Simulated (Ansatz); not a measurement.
# C2H9NOSi: up Jacob's ladder to CCSD(T)

One table from this session's results is given with a row withheld; the runs are named, their logs left out.

Program: Ansatz 0.2.0, Gaussian basis. Level of theory: functionals in def2-TZVPP, the program's frozen cores in correlated methods. These are calculated values, not measurements.

The runs, in order: PBE-D4, r2SCAN-D4, PBE0-D4, B3LYP-D4, ωB97X-V, ωB97M-V, B2PLYP; CCSD(T)/def2-TZVPP; MP2/def2-QZVPP; extrapolation to the limit.

### Structure used throughout

The geometry comes from an earlier relaxation with PBE0-D4 in a triple-zeta def2 set; it is a stationary point, not always the lowest conformer.

SMILES `C[Si](C)(N)O`, 14 atoms, charge 0, spin multiplicity 1.

Atoms are counted from 1 here; the program's logs count them from 0.

Bond lengths: C1–Si2 1.861 Å, C1–H6 1.093 Å, C1–H7 1.093 Å, C1–H8 1.093 Å, Si2–C3 1.866 Å, Si2–N4 1.720 Å, Si2–O5 1.654 Å, C3–H9 1.094 Å, C3–H10 1.093 Å, C3–H11 1.093 Å, N4–H12 1.006 Å, N4–H13 1.007 Å, O5–H14 0.959 Å. Angles: Si2–C1–H6 110.7°, Si2–C1–H7 111.0°, Si2–C1–H8 111.1°, H6–C1–H7 107.6°, H6–C1–H8 108.1°, H7–C1–H8 108.2°, C1–Si2–C3 111.6°, C1–Si2–N4 114.7°, C1–Si2–O5 103.5°, C3–Si2–N4 106.0°, C3–Si2–O5 112.1°, N4–Si2–O5 109.1°, Si2–C3–H9 111.5°, Si2–C3–H10 110.3°, Si2–C3–H11 111.4°, H9–C3–H10 107.7°, H9–C3–H11 108.0°, H10–C3–H11 107.8° and more.

As a file:

```
atom    x (Å)    y (Å)    z (Å)
  C1  -0.8961   1.4887   0.3670
 Si2   0.1389  -0.0549   0.2690
  C3   0.8880  -0.2714  -1.4258
  N4  -0.7108  -1.5131   0.6020
  O5   1.2905   0.1777   1.4338
  H6  -1.3744   1.5727   1.3463
  H7  -0.2823   2.3813   0.2212
  H8  -1.6806   1.4848  -0.3938
  H9   0.1176  -0.3613  -2.1967
 H10   1.5113   0.5899  -1.6784
 H11   1.5177  -1.1640  -1.4723
 H12  -0.9971  -2.1214  -0.1463
 H13  -1.3155  -1.6060   1.4015
 H14   1.7927  -0.6032   1.6726
```

Set-up of the first run:

in.yaml

```yaml
crystal:
  periodic: [false, false, false]
  atoms:
    - {symbol: C, position_ang: [-0.896062, 1.488745, 0.366991]}
    - {symbol: Si, position_ang: [0.138897, -0.054898, 0.268953]}
    - {symbol: C, position_ang: [0.888033, -0.271426, -1.425774]}
    - {symbol: N, position_ang: [-0.710775, -1.513064, 0.601990]}
    - {symbol: O, position_ang: [1.290544, 0.177707, 1.433825]}
    - {symbol: H, position_ang: [-1.374417, 1.572678, 1.346332]}
    - {symbol: H, position_ang: [-0.282303, 2.381316, 0.221154]}
    - {symbol: H, position_ang: [-1.680561, 1.484840, -0.393825]}
    - {symbol: H, position_ang: [0.117562, -0.361269, -2.196745]}
    - {symbol: H, position_ang: [1.511284, 0.589915, -1.678409]}
    - {symbol: H, position_ang: [1.517729, -1.163991, -1.472308]}
    - {symbol: H, position_ang: [-0.997068, -2.121377, -0.146324]}
    - {symbol: H, position_ang: [-1.315508, -1.606003, 1.401539]}
    - {symbol: H, position_ang: [1.792655, -0.603163, 1.672602]}
basis:
  gaussian: {orbitals: def2-TZVPP}
hamiltonian: {xc: pbe, dispersion: d4}
output: {forces: true, orbitals: {seedname: orbitals}}
```

Command:

```
$ ansatz run in.yaml --threads 2 --pin off --events-out ev --progress --plain --max-ram 22528MiB --backend cuda --devices 0, --max-vram 18GiB
```

Steps of the session up to this table: PBE-D4 (GGA); r2SCAN-D4 (meta-GGA); PBE0-D4 (hybrid); B3LYP-D4 (hybrid); ωB97X-V (range-separated); ωB97M-V (range-separated); B2PLYP (double hybrid); CCSD(T) in def2-TZVPP; MP2 in def2-QZVPP.

One table of the session follows, with a row left open; its other results are not shown here.

It belongs to the step «Atomisation energies». 

```
            method  atomisation energy (eV)
            PBE-D4                   55.843
         r2SCAN-D4                   55.202
           PBE0-D4                   55.079
          B3LYP-D4                   55.261
           ωB97X-V                   55.367
           ωB97M-V                        ?
            B2PLYP                   54.672
     HF/def2-TZVPP                   40.517
    MP2/def2-TZVPP                   54.482
   CCSD/def2-TZVPP                   53.204
CCSD(T)/def2-TZVPP                   53.871
           MP2/CBS                   55.959
       CCSD(T)/CBS                   55.348
```

**Question.** Estimate the row for ωB97M-V.

**Answer.** atomisation energy (eV): 55.455. In the column «atomisation energy (eV)» it lies between ωB97X-V (55.367) and PBE-D4 (55.843).
